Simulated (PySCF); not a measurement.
# A gas-phase reaction: BrClH2OSi + CH4 → CH5ClOSi + BrH

What reaction energy should one expect for `O[SiH](Cl)Br` + `C` → `C[SiH](O)Cl` + `Br`?

Programs: PySCF 2.14.0. All values are calculated, for the isolated system unless a continuum is named. Atoms count from 0, parts from 1.

## 1. The system as given

Each species was relaxed by itself at PBE0-D3(BJ)/def2-SVPD.

## 2. Energies of the species: wB97M-D3(BJ)/def2-TZVPD

The job: settings as JSON, then the geometry in Å.

```
{"job": {"kind": "react", "xc": "wB97M-D3(BJ)", "basis": "def2-TZVPD"}, "charge": 0, "multiplicity": 1}
-1 BrClH2OSi charge 0 multiplicity 1
O     -0.287040     1.301330     0.154150
Si     0.111240    -0.293450     0.261990
Cl     1.780030    -0.716290    -0.879290
Br    -1.538000    -1.579520    -0.471120
H     -0.522500     1.676720    -0.698850
H      0.392620    -0.578550     1.679600

-1 CH4 charge 0 multiplicity 1
C      0.001560     0.001750     0.000360
H     -0.450680    -0.344110     0.938040
H     -0.049660     1.096460    -0.048360
H     -0.543770    -0.428000    -0.848930
H      1.050350    -0.317370    -0.039290

+1 CH5ClOSi charge 0 multiplicity 1
C      1.060600    -0.380760    -0.067920
Si    -0.773720    -0.529470     0.181270
O     -1.571230     0.928780     0.138900
Cl    -1.512040    -1.762530    -1.335880
H      1.539590    -1.360760     0.073500
H      1.297720    -0.029540    -1.082520
H      1.487780     0.325720     0.659180
H     -1.151760    -1.138890     1.477490
H     -1.589640     1.427130    -0.681480

+1 BrH charge 0 multiplicity 1
Br     0.715010    -0.002470    -0.003980
H     -0.708700     0.005830     0.003630
```

Level: wB97M-D3(BJ)/def2-TZVPD reaction energy of separated species, gas phase.

Command:

```sh
OMP_NUM_THREADS=1 python cluster_run.py task.json out
```

One launch serves the whole session: the jobs run in the order shown.

**Question.** The jobs that follow are: PBE0-D3(BJ)/def2-TZVPD reaction energy of separated species, gas phase. Predict: reaction energy (wB97M-D3(BJ)/def2-TZVPD); ΔH, ΔG at 298 K (xTB thermal terms). Thermal terms come from harmonic xTB runs on each species.

The runs gave:

```
                                                quantity                    value
               reaction energy (wB97M-D3(BJ)/def2-TZVPD)           21.71 kcal/mol
                     ΔH, ΔG at 298 K (xTB thermal terms)    +19.1, +18.5 kcal/mol
range of the reaction energy over the runs of this table  21.71 to 22.65 kcal/mol
```

What this shows: The reaction is endothermic by 19.1 kcal/mol in the gas phase; dispersion gives -0.40, and xTB itself gave 32.78 for the electronic energy (xTB energies and thermal terms come from the earlier relaxation of each species, not shown). No barrier was sought. xTB and this level differ widely in the electronic energy, so what comes from xTB (the thermal terms above all) is less safe here. The reaction energy runs from 21.71 (wB97M-D3(BJ)/def2-TZVPD) to 22.65 kcal/mol (PBE0-D3(BJ)/def2-TZVPD).
